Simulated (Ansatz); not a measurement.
# Tl3Cu (I4/mmm) in Ansatz: convergence with scf convergence dr2 threshold

Aim: find how far scf convergence dr2 threshold must go before the results for Tl3Cu settle, at LDA. This setting moves, with any that are tied to it; all else stays.

Everything below comes from runs of Ansatz 0.2.0. Logs are shortened: lines on timing, memory, paths and dates and some standing lists are left out, and cuts for length are marked.

## 1. The structure

The structure is tetragonal, space group I4/mmm (No. 139). The conventional cell has a = 4.572 Å, b = 4.572 Å, c = 9.973 Å, α = 90.00°, β = 90.00°, γ = 90.00°. Tl (site symmetry 4/mmm) has 4 Cu at 3.23 Å and 8 Tl at 3.38 Å as nearest neighbours. Around Tl (site symmetry -4m2) lie 8 Tl at 3.23 to 3.38 Å and 4 Cu at 3.38 Å. Cu (site symmetry 4/mmm) has 12 Tl at 3.23 to 3.38 Å as nearest neighbours.

The cell comes from a database or a generator and needn't be the stable form of this composition.

## 2. With scf convergence dr2 threshold 0.01

Input file input.yaml:

```yaml
crystal:
  lattice:
    - [-2.286069, 2.286069, 4.986304]
    - [2.286069, -2.286069, 4.986304]
    - [2.286069, 2.286069, -4.986304]
  atoms:
    - { symbol: Tl, position: [0.5, 0.5, 0.0] }
    - { symbol: Tl, position: [0.25, 0.75, 0.5] }
    - { symbol: Tl, position: [0.75, 0.25, 0.5] }
    - { symbol: Cu, position: [0.0, 0.0, 0.0] }
hamiltonian:
  xc: lda
  pseudopotentials: { kind: nc_fr, accuracy: standard, xc_functional: pbe }
magnetization:
  noncollinear: true
  spin_orbit: true
kpoints:
  mp_grid: { grid: [7, 7, 7] }
scf:
  occupations: { method: gaussian, width: 0.1 }
  convergence: { dr2_threshold: 0.01 }
output:
  forces: true
  stress: true
  eigenvalues: true
```

Potentials or basis: PseudoDojo standard (PBE files).

Started as:

```
$ ansatz run input.yaml --threads 2 --pin off --max-ram 5632MiB --backend cpu --events-out ev --progress --plain --runs-dir out
```

Output:

```text
Warning: scf.convergence.dr2_threshold = 1e-2 eV is looser than this run's default, which is 1e-7 eV or tighter. The error in the forces grows as the threshold's square root, so leave the key out unless less accurate forces are enough
Warning: output.stress: scf.convergence.dr2_threshold = 1e-2 eV is looser than the 4e-10 eV advised for a printed stress (1e-10 eV for each atom of the cell: 4). What an SCF threshold leaves in a stress goes as its square root, and in the free energy as the threshold itself, and one threshold admits the most on a small cell: of the crystals measured, under no hybrid functional and no lock of the moments, on runs that ended without the residual-converged pass, on stresses that held no estimate of that error, the worst erred by over 100 MPa in a component at 1e-7 eV an atom and by under 5 at 1e-10. Set scf.convergence.dr2_threshold to 4e-10 eV or tighter. The threshold is an SCF's pass mark: one that does not reach it within its budget of iterations ends unconverged, or closes short of it on a stop that the run arms, and scf.convergence.dr2_threshold's page says what that costs each kind of run
Warning: RAYON_NUM_THREADS=2 ignored (pool sized by the plan → 2); use --threads N
Engine: ansatz 0.2.0, aarch64-unknown-linux-gnu
Pseudopotentials: kind: nc_fr
Pseudopotential: Tl, nc_fr, valence charge 13, recommended cutoff 843.552974 eV (normal), Tl.nc_fr.azcp (PseudoDojo's, or run here from an input of PseudoDojo's; its table is named by hamiltonian.pseudopotentials.accuracy)
Pseudopotential: Cu, nc_fr, valence charge 19, recommended cutoff 1251.723767 eV (normal), Cu.nc_fr.azcp (PseudoDojo's, or run here from an input of PseudoDojo's; its table is named by hamiltonian.pseudopotentials.accuracy)
Functional definition: SPW92
  exchange = slater_x
  correlation = pw_c
non-collinear run that drives no moment, with spin-orbit: no starting moment large enough to seed its density (crystal.atoms[].spin), no starting occupations that ask for one, no magnetisation constraint and no magnetic field, so the semilocal B_xc is pinned to zero
Crystal: 4 atoms, lattice volume = 104.236 Å³
Basis set: ecut = 1251.723767 eV, 10489 PW (Γ)
Bands: 70, of which v1, the nominal top of the filled ones, is band 58 counted from 1 (57 counted from 0)
Symmetry: 16 space group operations + 16 with time reversal
Magnetic group: BNS 139.532 (UNI 1192), of the structure as read, at distance tolerance 4.7e-5 Å
k-points: 40 of 343
Projection manifold: j_resolved (fully-relativistic pseudo-atomic orbitals)
Non-local potential: Tl, projectors of the file, l = 0: 2, l = 1: 4, l = 2: 4
Non-local potential: Cu, projectors of the file, l = 0: 2, l = 1: 4, l = 2: 4
Initial density: superposition of atomic densities (chi_scale 0.1, normalization cell, long waves kept (reshape's long-wave potential 0.00 eV rms))
Initial wavefunctions: pseudopotential atomic-orbital guess
Functional: x = slater, c = lda
[... 18 lines left out ...]
Internal energy: -10084.312769 eV  (E = F + TS)
E sigma→0 (E₀):  -10084.317253 eV
Entropy (-TS):   -0.008969 eV (-2.242 meV/atom)
Fermi energy:    10.097838 eV
--- Per-component energies (eV) ---
  E_band       = -445.851901
  E_kinetic    = 4895.421790
  E_local      = -8053.048784  (includes V_loc(G=0)·N_el)
  E_nonlocal   = -1750.390692
  E_hartree    = 2977.365346
  E_xc         = -2162.129790
  E_vxc        = -1492.330205  (∫ρ·V_xc dr)
  E_ewald      = -5991.530639
  E_smearing   = -0.008969  (= −TS)
  E_closure    = 0.000000  (closes the sum)
  Σ components = -10084.321738   (vs F -10084.321738, Δ=0.00e0)
--- Forces (eV/Å), atoms counted from 1 ---
  atom   1  Tl     0.00000000    -0.00000000    -0.00000000
  atom   2  Tl     0.00000000     0.00000000     0.00000000
  atom   3  Tl    -0.00000000     0.00000000     0.00000000
  atom   4  Cu    -0.00000000    -0.00000000     0.00000000
  max |Σ_I F_I| component: 3.47e-18 eV/Å
--- Stress (GPa, compression-positive) ---
       -5.301197       0.000000       0.000000
        0.000000      -5.301197       0.000000
        0.000000      -0.000000      -5.524533
  P = ⅓ Tr σ = -5.3756 GPa (-53.756 kbar)
--- Band table (eV; the first three rows and the last of 40) ---
  k-point 0: bands = ["-101.6633", "-101.6633", "-60.7982", "-60.7982", "-58.2147", "-58.2147", "-58.2092", "-58.2092", "-2.4245", "-2.4245", "-2.3161", "-2.3161", "-2.2838", "-2.2838", "-2.2607", "-2.2607", "-2.2413", "-2.2413", "-2.2054", "-2.2054", "-0.3744", "-0.3744", "-0.3291", "-0.3291", "-0.2141", "-0.2141", "-0.1513", "-0.1513", "-0.0893", "-0.0893", "-0.0304", "-0.0304", "-0.0049", "-0.0049", "0.2385", "0.2385", "0.2668", "0.2668", "0.5462", "0.5462", "6.2405", "6.2405", "7.5924", "7.5924", "7.9323", "7.9323", "7.9737", "7.9737", "8.0580", "8.0580", "8.2467", "8.2467", "8.2503", "8.2503", "8.5257", "8.5257", "10.3127", "10.3127", "11.0300", "11.0300", "11.4549", "11.4549", "11.4696", "11.4696", "12.2053", "12.2053", "13.6009", "13.6009", "13.7896", "13.7896"]
  k-point 1: bands = ["-101.6633", "-101.6633", "-60.7982", "-60.7982", "-58.2147", "-58.2147", "-58.2092", "-58.2092", "-2.3946", "-2.3946", "-2.3068", "-2.3068", "-2.2793", "-2.2793", "-2.2650", "-2.2650", "-2.2267", "-2.2267", "-2.1996", "-2.1996", "-0.3517", "-0.3517", "-0.3132", "-0.3132", "-0.1982", "-0.1982", "-0.1530", "-0.1530", "-0.0739", "-0.0739", "-0.0524", "-0.0524", "0.0104", "0.0104", "0.1461", "0.1461", "0.2200", "0.2200", "0.8466", "0.8466", "6.2471", "6.2471", "6.4886", "6.4886", "7.7800", "7.7800", "7.9481", "7.9481", "8.1140", "8.1140", "8.2576", "8.2576", "8.4683", "8.4683", "8.8726", "8.8726", "9.8113", "9.8113", "10.0003", "10.0003", "10.5854", "10.5854", "12.6120", "12.6120", "13.4800", "13.4800", "14.1300", "14.1300", "15.1792", "15.1792"]
  k-point 2: bands = ["-101.6633", "-101.6633", "-60.7982", "-60.7982", "-58.2147", "-58.2147", "-58.2092", "-58.2092", "-2.3629", "-2.3629", "-2.3046", "-2.3046", "-2.2835", "-2.2835", "-2.2591", "-2.2591", "-2.2187", "-2.2187", "-2.1888", "-2.1888", "-0.3276", "-0.3276", "-0.2875", "-0.2875", "-0.2219", "-0.2219", "-0.1285", "-0.1285", "-0.0998", "-0.0998", "-0.0655", "-0.0655", "0.0069", "0.0069", "0.0747", "0.0747", "0.1688", "0.1688", "1.8083", "1.8083", "5.4793", "5.4793", "5.9491", "5.9491", "7.6312", "7.6312", "7.9247", "7.9247", "7.9855", "7.9855", "8.2890", "8.2890", "8.4645", "8.4645", "8.6395", "8.6395", "9.1304", "9.1304", "9.5196", "9.5196", "10.1759", "10.1759", "11.1575", "11.1575", "15.6320", "15.6320", "15.6849", "15.6849", "16.8133", "16.8133"]
  k-point 39: bands = ["-101.6633", "-101.6633", "-60.7982", "-60.7982", "-58.2147", "-58.2147", "-58.2092", "-58.2092", "-2.4016", "-2.4016", "-2.3112", "-2.3112", "-2.3068", "-2.3068", "-2.2777", "-2.2777", "-2.2667", "-2.2667", "-2.2028", "-2.2028", "-0.3058", "-0.3058", "-0.2998", "-0.2998", "-0.2487", "-0.2487", "-0.2080", "-0.2080", "-0.1316", "-0.1316", "-0.0199", "-0.0199", "0.1269", "0.1269", "0.2121", "0.2121", "0.2961", "0.2961", "1.9078", "1.9078", "2.9595", "2.9595", "6.3174", "6.3174", "7.9762", "7.9762", "8.0283", "8.0283", "8.2009", "8.2009", "8.2607", "8.2607", "8.3287", "8.3287", "9.1651", "9.1651", "9.3578", "9.3578", "11.4710", "11.4710", "13.7048", "13.7048", "14.3798", "14.3798", "14.6347", "14.6347", "15.1690", "15.1690", "15.5718", "15.5718"]
```

Run time: 89 s. Hardware: 2 threads of Arm Neoverse V2, shared host; peak memory 2.2 GiB.

Results:

```
Free energy            : -10084.3217 eV
Pressure               : -5.4 GPa
Band gap on the k mesh : none (metal or under the smearing width)
```

## 3. With scf convergence dr2 threshold 0.001

input.yaml: that of step 2 with these lines changed.

```diff
@@ -20,3 +20,3 @@
   occupations: { method: gaussian, width: 0.1 }
-  convergence: { dr2_threshold: 0.01 }
+  convergence: { dr2_threshold: 0.001 }
 output:
```

Potentials or basis: PseudoDojo standard (PBE files).

Started as:

```
$ ansatz run input.yaml --threads 2 --pin off --max-ram 5632MiB --backend cpu --events-out ev --progress --plain --runs-dir out
```

It took 82 s on 2 threads of Arm Neoverse V2, shared host; peak memory 2.2 GiB.

What came out:

```yaml
Free_energy: -10084.3217 eV
Pressure: -5.4 GPa
Band_gap_on_the_k_mesh: none (metal or under the smearing width)
```

## 4. With scf convergence dr2 threshold 0.0001

input.yaml: that of step 3 with these lines changed.

```diff
@@ -20,3 +20,3 @@
   occupations: { method: gaussian, width: 0.1 }
-  convergence: { dr2_threshold: 0.001 }
+  convergence: { dr2_threshold: 0.0001 }
 output:
```

Started as:

```
$ ansatz run input.yaml --threads 2 --pin off --max-ram 5632MiB --backend cpu --events-out ev --progress --plain --runs-dir out
```

Run time: 86 s. Hardware: 2 threads of Arm Neoverse V2, shared host; peak memory 2.2 GiB.

Results:

* Free energy: -10084.3218 eV
* Pressure: -5.4 GPa
* Band gap on the k mesh: none (metal or under the smearing width)

## 5. With scf convergence dr2 threshold 1e-05

input.yaml: that of step 4 with these lines changed.

```diff
@@ -20,3 +20,3 @@
   occupations: { method: gaussian, width: 0.1 }
-  convergence: { dr2_threshold: 0.0001 }
+  convergence: { dr2_threshold: 1.0e-05 }
 output:
```

Started as:

```
$ ansatz run input.yaml --threads 2 --pin off --max-ram 5632MiB --backend cpu --events-out ev --progress --plain --runs-dir out
```

Run time: 87 s. Hardware: 2 threads of Arm Neoverse V2, shared host; peak memory 2.2 GiB.

What came out:

- Free energy: -10084.3218 eV
- Pressure: -5.4 GPa
- Band gap on the k mesh: none (metal or under the smearing width)

## 6. With scf convergence dr2 threshold 1e-06

input.yaml: that of step 5 with these lines changed.

```diff
@@ -20,3 +20,3 @@
   occupations: { method: gaussian, width: 0.1 }
-  convergence: { dr2_threshold: 1.0e-05 }
+  convergence: { dr2_threshold: 1.0e-06 }
 output:
```

Potentials or basis: PseudoDojo standard (PBE files).

Started as:

```
$ ansatz run input.yaml --threads 2 --pin off --max-ram 5632MiB --backend cpu --events-out ev --progress --plain --runs-dir out
```

It took 98 s on 2 threads of Arm Neoverse V2, shared host; peak memory 2.2 GiB.

It converged, with:

* Free energy: -10084.3218 eV
* Pressure: -5.4 GPa
* Band gap on the k mesh: none (metal or under the smearing width)

## 7. With scf convergence dr2 threshold 1e-07

input.yaml: that of step 6 with these lines changed.

```diff
@@ -20,3 +20,3 @@
   occupations: { method: gaussian, width: 0.1 }
-  convergence: { dr2_threshold: 1.0e-06 }
+  convergence: { dr2_threshold: 1.0e-07 }
 output:
```

Started as:

```
$ ansatz run input.yaml --threads 2 --pin off --max-ram 5632MiB --backend cpu --events-out ev --progress --plain --runs-dir out
```

Run time: 99 s. Hardware: 2 threads of Arm Neoverse V2, shared host; peak memory 2.2 GiB.

It converged, with:

| Item | Value |
| --- | --- |
| Free energy | -10084.3218 eV |
| Pressure | -5.4 GPa |
| Band gap on the k mesh | none (metal or under the smearing width) |

## 8. With scf convergence dr2 threshold 1e-09

input.yaml: that of step 7 with these lines changed.

```diff
@@ -20,3 +20,3 @@
   occupations: { method: gaussian, width: 0.1 }
-  convergence: { dr2_threshold: 1.0e-07 }
+  convergence: { dr2_threshold: 1.0e-09 }
 output:
```

Started as:

```
$ ansatz run input.yaml --threads 2 --pin off --max-ram 5632MiB --backend cpu --events-out ev --progress --plain --runs-dir out
```

It took 97 s on 2 threads of Arm Neoverse V2, shared host; peak memory 2.2 GiB.

Results (log left out):

- Free energy: -10084.3218 eV
- Pressure: -5.4 GPa
- Band gap on the k mesh: none (metal or under the smearing width)

## 9. With scf convergence dr2 threshold 1e-11

input.yaml: that of step 8 with these lines changed.

```diff
@@ -20,3 +20,3 @@
   occupations: { method: gaussian, width: 0.1 }
-  convergence: { dr2_threshold: 1.0e-09 }
+  convergence: { dr2_threshold: 1.0e-11 }
 output:
```

Potentials or basis: PseudoDojo standard (PBE files).

Started as:

```
$ ansatz run input.yaml --threads 2 --pin off --max-ram 5632MiB --backend cpu --events-out ev --progress --plain --runs-dir out
```

Wall time 1.9 min (2 threads of Arm Neoverse V2, shared host); peak memory 2.2 GiB.

The run converged. Its results:

```
Free energy            : -10084.3218 eV
Pressure               : -5.4 GPa
Band gap on the k mesh : none (metal or under the smearing width)
```

## 10. The series at a glance

| scf convergence dr2 threshold | energy less the tightest run, at zero smearing (meV/atom) | SCF cycles | CPU time (s) | peak memory (GiB) |
| --- | --- | --- | --- | --- |
| 0.01 | 0.02 | 6 | 180 | 2.2 |
| 0.001 | 0.04 | 7 | 160 | 2.2 |
| 0.0001 | 0.01 | 8 | 170 | 2.2 |
| 1e-05 | 0.00 | 10 | 170 | 2.2 |
| 1e-06 | 0.00 | 11 | 190 | 2.2 |
| 1e-07 | 0.00 | 11 | 200 | 2.2 |
| 1e-09 | 0.00 | 12 | 190 | 2.2 |
| 1e-11 | 0.00 | 14 | 230 | 2.2 |

Against the tightest run, the energy stays within 1 meV/atom from 0.01 on. The tightest run that finished is the yardstick and may itself not be fully converged.

Caveats: the potentials were made for another functional, which shifts forces and pressure.
